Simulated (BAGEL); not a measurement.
**A workflow on GeHF3 (SMILES [F][GeH]([F])[F])**

We compute the energy (HF/def2-SV(P)), then the energy (NEVPT2(2,2)/def2-SV(P)), then a single-point energy (CASPT2(2,2)/def2-SV(P)) of GeHF3. 

Program for the calculation: BAGEL 1.2.2.

2 further runs of the same task are left out: 2 set aside as unsound or not needed.

### Step 1. The molecule

GeHF3: 5 atoms, total charge 0, spin state singlet. SMILES: `[F][GeH]([F])[F]`. The Ge2–F3 distance was set to 2.305 Å, away from the relaxed value.

Bond lengths: F1–Ge2 1.707 Å, Ge2–F4 1.707 Å, Ge2–H5 1.516 Å. Angles: F1–Ge2–F4 106.4°, F1–Ge2–H5 112.4°, F4–Ge2–H5 112.4°. A long bond or contact: Ge2–F3 2.305 Å.

### Step 2. The energy at HF/def2-SV(P) (density fitting with svp-jkfit) (run 1)

Contents of input.json:

```json
{ "bagel": [

{
  "title": "molecule",
  "basis": "def2-sv_p_.json",
  "df_basis": "svp-jkfit",
  "angstrom": true,
  "geometry": [
    { "atom": "F", "xyz": [       0.019226,      -1.267603,       1.478800 ] },
    { "atom": "Ge", "xyz": [       0.364626,      -0.542203,      -0.027500 ] },
    { "atom": "F", "xyz": [      -0.673100,       1.515700,      -0.011300 ] },
    { "atom": "F", "xyz": [      -0.439074,      -1.477503,      -1.208200 ] },
    { "atom": "H", "xyz": [       1.854226,      -0.436203,      -0.289900 ] }
  ]
},

{
  "title": "hf"
},

{
  "title": "print",
  "file": "orbitals.molden",
  "orbitals": true
}

]}
```

The basis set def2-SV(P) is read from a file made from the Basis Set Exchange's data (not shown).

Command:

```bash
$ BAGEL_NUM_THREADS=1 BAGEL input.json > input.out
```

Log:

```text
* using 1 threads per process

  ===============================================================
  ===============================================================

  *** Geometry ***

  { "atom" : "F", "xyz" : [      0.036332,     -2.395423,      2.794527 ] },
  { "atom" : "Ge", "xyz" : [      0.689043,     -1.024615,     -0.051967 ] },
  { "atom" : "F", "xyz" : [     -1.271975,      2.864258,     -0.021354 ] },
  { "atom" : "F", "xyz" : [     -0.829730,     -2.792076,     -2.283167 ] },
  { "atom" : "H", "xyz" : [      3.503979,     -0.824304,     -0.547832 ] },

  Number of auxiliary basis functions:      515

  Since a DF basis is specified, we compute 2- and 3-index integrals:
    o Being stored without compression. Storage requirement is 0.024 GB

  Number of basis functions:       76
  Number of electrons      :       60

    * METHOD: MOLECULE                             0.20

  *** RHF ***

  === Nuclear Repulsion ===
   303.0724311221

      * DIIS with orbital gradients will be used.

  === RHF iteration (def2-sv_p_.json) ===
      0      -2373.36012623          0.02790202           0.07
      1      -2373.52707927          0.02274733           0.06
      2      -2373.75781860          0.00200751           0.06
      3      -2373.76021300          0.00097176           0.06
      4      -2373.76087586          0.00023115           0.06
      5      -2373.76094734          0.00009231           0.06
      6      -2373.76095601          0.00004147           0.06
      7      -2373.76095851          0.00000735           0.06
      8      -2373.76095858          0.00000388           0.06
      9      -2373.76095859          0.00000150           0.06
     10      -2373.76095860          0.00000051           0.06
     11      -2373.76095860          0.00000029           0.06
     12      -2373.76095860          0.00000011           0.06
     13      -2373.76095860          0.00000006           0.06
     14      -2373.76095860          0.00000003           0.07
     15      -2373.76095860          0.00000001           0.06
     16      -2373.76095860          0.00000000           0.06
    * SCF iteration converged.

    * Permanent dipole moment:
           (   -1.590215,     0.869574,     0.203064) a.u.

    * METHOD: HF                                   1.26

    * METHOD: PRINT                                0.01

  ===============================================================
```

Wall time 1.6 s (1 thread of Arm Neoverse V2, shared host); peak memory 0.15 GiB.

### Step 3. A single-point energy at NEVPT2(2,2)/def2-SV(P) (density fitting with svp-jkfit) (run 2)

Contents of job.json:

```json
{ "bagel" : [

{
  "title" : "molecule",
  "basis" : "def2-sv_p_.json",
  "df_basis" : "svp-jkfit",
  "angstrom" : true,
  "geometry" : [
    { "atom" : "F", "xyz" : [       0.019226,      -1.267603,       1.478800 ] },
    { "atom" : "Ge", "xyz" : [       0.364626,      -0.542203,      -0.027500 ] },
    { "atom" : "F", "xyz" : [      -0.673100,       1.515700,      -0.011300 ] },
    { "atom" : "F", "xyz" : [      -0.439074,      -1.477503,      -1.208200 ] },
    { "atom" : "H", "xyz" : [       1.854226,      -0.436203,      -0.289900 ] }
  ]
},

{
  "title" : "hf"
},

{
  "title" : "nevpt2",
  "nstate" : 1,
  "nact" : 2,
  "nclosed" : 29,
  "active" : [30, 31],
  "maxiter" : 200,
  "natocc" : true,
  "ncore" : 12
},

{
  "title" : "print",
  "file" : "orbitals.molden",
  "orbitals" : true
}

]}
```

The basis set def2-SV(P) is read from a file made from the Basis Set Exchange's data (not shown).

Command:

```bash
$ BAGEL_NUM_THREADS=1 BAGEL job.json > job.out
```

Log:

```text
* using 1 threads per process

  ===============================================================
  ===============================================================

  *** Geometry ***

  { "atom" : "F", "xyz" : [      0.036332,     -2.395423,      2.794527 ] },
  { "atom" : "Ge", "xyz" : [      0.689043,     -1.024615,     -0.051967 ] },
  { "atom" : "F", "xyz" : [     -1.271975,      2.864258,     -0.021354 ] },
  { "atom" : "F", "xyz" : [     -0.829730,     -2.792076,     -2.283167 ] },
  { "atom" : "H", "xyz" : [      3.503979,     -0.824304,     -0.547832 ] },

  Number of auxiliary basis functions:      515

  Since a DF basis is specified, we compute 2- and 3-index integrals:
    o Being stored without compression. Storage requirement is 0.024 GB

  Number of basis functions:       76
  Number of electrons      :       60

    * METHOD: MOLECULE                             0.20

  *** RHF ***

  === Nuclear Repulsion ===
   303.0724311221

      * DIIS with orbital gradients will be used.

  === RHF iteration (def2-sv_p_.json) ===
      0      -2373.36012623          0.02790202           0.07
      1      -2373.52707927          0.02274733           0.07
      2      -2373.75781860          0.00200751           0.07
      3      -2373.76021300          0.00097176           0.06
      4      -2373.76087586          0.00023115           0.06
      5      -2373.76094734          0.00009231           0.06
[... 9 lines of this table left out ...]
     15      -2373.76095860          0.00000001           0.07
     16      -2373.76095860          0.00000000           0.07
    * SCF iteration converged.

    * Permanent dipole moment:
           (   -1.590215,     0.869574,     0.203064) a.u.

    * METHOD: HF                                   1.32

    * freezing 12 orbitals
  ---------------------------
      CASSCF calculation
  ---------------------------

    ==== Active orbitals : =====
         Orbital 30
         Orbital 31
    ============================

    * nstate   :      1
    * nclosed  :     29
    * nact     :      2
    * nvirt    :     45
  === CASSCF iteration (def2-sv_p_.json) ===

    * Using the second-order algorithm

      0  0     -2373.77183213     3.45e-03      0.02

      1  0     -2373.78729184     2.51e-03      0.35

      2  0     -2373.79597523     1.29e-03      0.40

[... 43 lines of this table left out ...]

     25  0     -2373.79785436     6.99e-09      0.30

    * Second-order optimization converged. *

     guess   0:   closed 1.                   open ..

  === FCI iteration ===

      0  0     -2373.75504320     1.01e-01      0.00
      1  0     -2373.79476235     2.11e-02      0.00
      2  0 *   -2373.79785436     5.46e-16      0.00

     * ci vector, state   0, <S^2> = 0.0000
       2.     0.9776953897
       .2    -0.2100279146

  === DF-NEVPT2 calculation ===

    * 3-index integral transformation done
    * assembly done

      NEVPT2 correlation energy:   -0.7517036910      0.14

          (+0)     -0.6384183225
          (+0)'    -0.0442527415
          (+1)     -0.0221494444
          (+1)'    -0.0000000000
          (+2)     -0.0008965041
          (-1)     -0.0420796967
          (-1)'     0.0000000000
          (-2)     -0.0039069818

      NEVPT2 total energy:       -2374.5495580509

    * METHOD: NEVPT2                              10.04

    * METHOD: PRINT                                0.01

  ===============================================================
```

Run time: 12 s. Hardware: 1 thread of Arm Neoverse V2, shared host; peak memory 0.15 GiB.

### Step 4. The energy at CASPT2(2,2)/def2-SV(P) (density fitting with svp-jkfit) (run 3)

Contents of input.json:

```json
{ "bagel" : [

{
  "title" : "molecule",
  "basis" : "def2-sv_p_.json",
  "df_basis" : "svp-jkfit",
  "angstrom" : true,
  "geometry" : [
    { "atom" : "F", "xyz" : [       0.019226,      -1.267603,       1.478800 ] },
    { "atom" : "Ge", "xyz" : [       0.364626,      -0.542203,      -0.027500 ] },
    { "atom" : "F", "xyz" : [      -0.673100,       1.515700,      -0.011300 ] },
    { "atom" : "F", "xyz" : [      -0.439074,      -1.477503,      -1.208200 ] },
    { "atom" : "H", "xyz" : [       1.854226,      -0.436203,      -0.289900 ] }
  ]
},

{ "title" : "hf" },

{ "title" : "casscf", "nstate" : 1, "nact" : 2, "nclosed" : 29, "nspin" : 0, "active" : [30, 31], "maxiter" : 200, "natocc" : true },

{ "title" : "print", "file" : "orbitals.molden", "orbitals" : true },

{ "title" : "smith", "method" : "caspt2", "ms" : true, "xms" : true, "sssr" : true, "shift" : 0.2, "shift_imag" : true, "ncore" : 12 }

]}
```

The basis set def2-SV(P) is read from a file made from the Basis Set Exchange's data (not shown).

Command:

```bash
$ BAGEL_NUM_THREADS=1 BAGEL input.json > input.out
```

Log:

```text
* using 1 threads per process

  ===============================================================
  ===============================================================

  *** Geometry ***

  { "atom" : "F", "xyz" : [      0.036332,     -2.395423,      2.794527 ] },
  { "atom" : "Ge", "xyz" : [      0.689043,     -1.024615,     -0.051967 ] },
  { "atom" : "F", "xyz" : [     -1.271975,      2.864258,     -0.021354 ] },
  { "atom" : "F", "xyz" : [     -0.829730,     -2.792076,     -2.283167 ] },
  { "atom" : "H", "xyz" : [      3.503979,     -0.824304,     -0.547832 ] },

  Number of auxiliary basis functions:      515

  Since a DF basis is specified, we compute 2- and 3-index integrals:
    o Being stored without compression. Storage requirement is 0.024 GB

  Number of basis functions:       76
  Number of electrons      :       60

    * METHOD: MOLECULE                             0.20

  *** RHF ***

  === Nuclear Repulsion ===
   303.0724311221

      * DIIS with orbital gradients will be used.

[... 6 lines left out ...]
    * SCF iteration converged.
[... 1 line left out ...]
    * Permanent dipole moment:
[... 27 lines left out ...]
    * Second-order optimization converged. *
[... 9 lines left out ...]
     * ci vector, state   0, <S^2> = 0.0000
[... 16 lines left out ...]
    * Zeroth order energy : state  0       -1.0257003225
[... 3 lines left out ...]
      -------------------------------------------  CASPT2 iteration  ---------------------------------------------------
       #      aibj      arbs      arbi      airj      risj      airs      arst      rist         Etot      error   time
      ------------------------------------------------------------------------------------------------------------------

       0  -0.63842  -0.00445  -0.04076  -0.02391  -0.00120  -0.03977  -0.00000  -0.00000   -0.7485069  0.0022208   0.07
       1  -0.63882  -0.00448  -0.04099  -0.02440  -0.00131  -0.04059  -0.00000  -0.00000   -0.7505934  0.0003853   0.06
       2  -0.63883  -0.00449  -0.04094  -0.02444  -0.00132  -0.04065  -0.00000  -0.00000   -0.7506793  0.0000849   0.06
       3  -0.63884  -0.00449  -0.04094  -0.02443  -0.00133  -0.04066   0.00000  -0.00000   -0.7506823  0.0000200   0.07
       4  -0.63884  -0.00449  -0.04094  -0.02443  -0.00133  -0.04066   0.00000  -0.00000   -0.7506825  0.0000039   0.07
       5  -0.63884  -0.00449  -0.04094  -0.02443  -0.00133  -0.04066  -0.00000  -0.00000   -0.7506825  0.0000010   0.07

      ------------------------------------------------------------------------------------------------------------------

    * CASPT2 energy : state  0    -2374.5503714251
        w/o shift correction      -2374.5485368823
        reference weight              0.8587837484

    * METHOD: SMITH                                0.61

  ===============================================================
```

Wall time 11 s (1 thread of Arm Neoverse V2, shared host); peak memory 0.2 GiB.

### Step 5. Results

```
                                   quantity           value
         run 1, HF/def2-SV(P): total energy  -2373.76096 Eh
        run 1, HF/def2-SV(P): dipole moment          4.64 D
          run 1, HF/def2-SV(P): HOMO energy       -14.22 eV
          run 1, HF/def2-SV(P): LUMO energy         0.59 eV
        run 1, HF/def2-SV(P): HOMO–LUMO gap        14.82 eV
run 2, NEVPT2(2,2)/def2-SV(P): total energy  -2374.54956 Eh
run 3, CASPT2(2,2)/def2-SV(P): total energy  -2374.55037 Eh
```
